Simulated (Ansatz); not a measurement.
Predict the output of the script below (the Ansatz DFT code, driven from Python).

The script, `c2h3bbrf.py`:
```python
"""One geometry of C2H3BBrF, method by method."""

from pathlib import Path

import ansatz as az
import numpy as np


def main() -> None:
    geometry_ang = [
        ("B", (0.3593, 1.2305, 0.0519)),
        ("C", (0.317, -0.291, 0.1759)),
        ("Br", (1.8133, -1.1215, 0.96)),
        ("C", (-0.6259, -1.0326, -0.2493)),
        ("F", (-1.8023, -0.4992, -0.836)),
        ("H", (-0.6093, 1.8523, -0.4468)),
        ("H", (1.2585, 1.9093, 0.4294)),
        ("H", (-0.6185, -2.1048, -0.1409)),
    ]
    geometry = az.Crystal.molecule()
    for symbol, xyz in geometry_ang:
        geometry = geometry.atom(symbol, xyz)

    calc = geometry.calculation().basis(gaussian="def2-SVP")

    print("functional    E (Ha)        dipole (D)   HOMO (eV)  LUMO (eV)")
    for name in ["pbe", "r2scan0", "hse06", "b3lyp"]:
        data = calc.functional(name).forces().orbitals().run(threads=1, runs_dir="runs").report
        lines = Path(data["orbitals_path"]).read_text().splitlines()
        field_of = lambda key: [line.split("=")[1].strip() for line in lines if line.startswith(key)]
        orbitals = [(27.211386 * float(e), s, float(n)) for e, s, n in zip(field_of("Ene="), field_of("Spin="), field_of("Occup="))]
        homo = max(e for e, _, n in orbitals if n > 0.5)
        lumo = min(e for e, _, n in orbitals if n < 0.5)
        dipole = 4.803205 * np.linalg.norm(data["charge_distribution"]["dipole_moment_e_ang"])
        print(f"{name:10s} {data['free_energy_ev'] / 27.211386246:14.6f} {dipole:9.3f} {homo:11.3f} {lumo:10.3f}")


if __name__ == "__main__":
    main()
```

Running `python c2h3bbrf.py` prints:
```text
functional    E (Ha)        dipole (D)   HOMO (eV)  LUMO (eV)
pbe          -2775.705555     1.080      -6.544     -3.406
r2scan0      -2776.185740     0.973      -8.014     -2.387
hse06        -2775.801671     1.007      -7.410     -2.895
b3lyp        -2776.363446     1.043      -7.501     -2.659
```

Reading the output:
- Total energies depend on the basis set; only differences at equal settings carry meaning.
- The geometry is a force-field or estimated start, not a minimum of this method, and the basis set is short of its limit. A lower total doesn't mark the better method: functionals have no common bound, and MP2 and coupled cluster aren't variational.
- b3lyp holds the VWN-RPA fit, as in Gaussian; the form of ORCA and Turbomole is b3lyp5.
- Levels such as HOMO and LUMO are orbital energies: with these approximate functionals they aren't the ionisation energy and electron affinity, and their gap isn't the fundamental gap.
- hse06 follows the composition of plane-wave codes, whose totals differ by tens of mHa, up to about 0.1 Ha, from the form usual in Gaussian-basis programs (wpbeh).
- Hardware and time: 9.6 s on 1 thread of AMD EPYC 9R45 96-Core Processor (Zen 5), with other jobs on the host, peak memory 0.32 GiB.

(Lines on the test bed's own set-up are left out of the output.)
